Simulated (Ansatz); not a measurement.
The system is YNiC2.

```xyz
4
Lattice="3.6105 0.0000 0.0000 0.0000 2.2428 2.9912 0.0000 -2.2428 2.9912" Properties=species:S:1:pos:R:3 pbc="T T T"
Y     0.0000    0.0000    0.0188
Ni    1.8053    0.0000    3.6698
C     1.8053   -0.6846    1.8140
C     1.8053    0.6846    1.8140
```

The cell is a database's computed one.

| Item | Value |
| --- | --- |
| Program | Ansatz 0.2.0 |
| Task | relaxation of cell and atoms |
| Functional | RPBE |
| Dispersion | D4 |
| Potentials or basis | Ansatz PAW |
| Cutoff | 420 eV (not typed: the program's choice for these potentials) |
| k mesh | 7 × 8 × 8 |
| Occupations | fermi-dirac, width 0.05 eV |
| Spin | collinear spin, ferromagnetic start |
| Starting moments | [0.0, 1.0, 0.0, 0.0] μB |

At the start: volume 12.11 Å³/atom.

Where does the relaxation end?

It ends after 7 steps and the volume is 11.92 Å³/atom (-1.6 %); space group Amm2 (No. 38, to 0.05 Å); moment 0.00 μB per cell.

The path:
```
step  energy change (eV)  largest force (eV/Å)  volume (Å³)
   1              0.0000                0.2221        48.44
   2             -0.0123                0.0723        47.68
   3             -0.0125                0.0142        47.69
   4             -0.0125                0.0034        47.67
   5             -0.0116                0.0029        47.67
   6             -0.0117                0.0010        47.66
   7             -0.0117                0.0010        47.66
```

Final structure:
```
CELL_PARAMETERS angstrom
3.54130 0.00000 0.00000
0.00000 2.24951 2.99162
0.00000 -2.24951 2.99162
ATOMIC_POSITIONS crystal
Y 0.00000 0.00296 0.00296
Ni 0.50000 0.61344 0.61344
C 0.50000 0.15040 0.45620
C 0.50000 0.45620 0.15040
```

Caveat: the plane-wave basis is chosen anew once the cell has moved, so the energies of steps on either side of that aren't comparable; the PAW data sets come from PBE, with cores solved anew for the run's functional, which leaves a small shift of forces and pressure; the starting moments weren't kept.
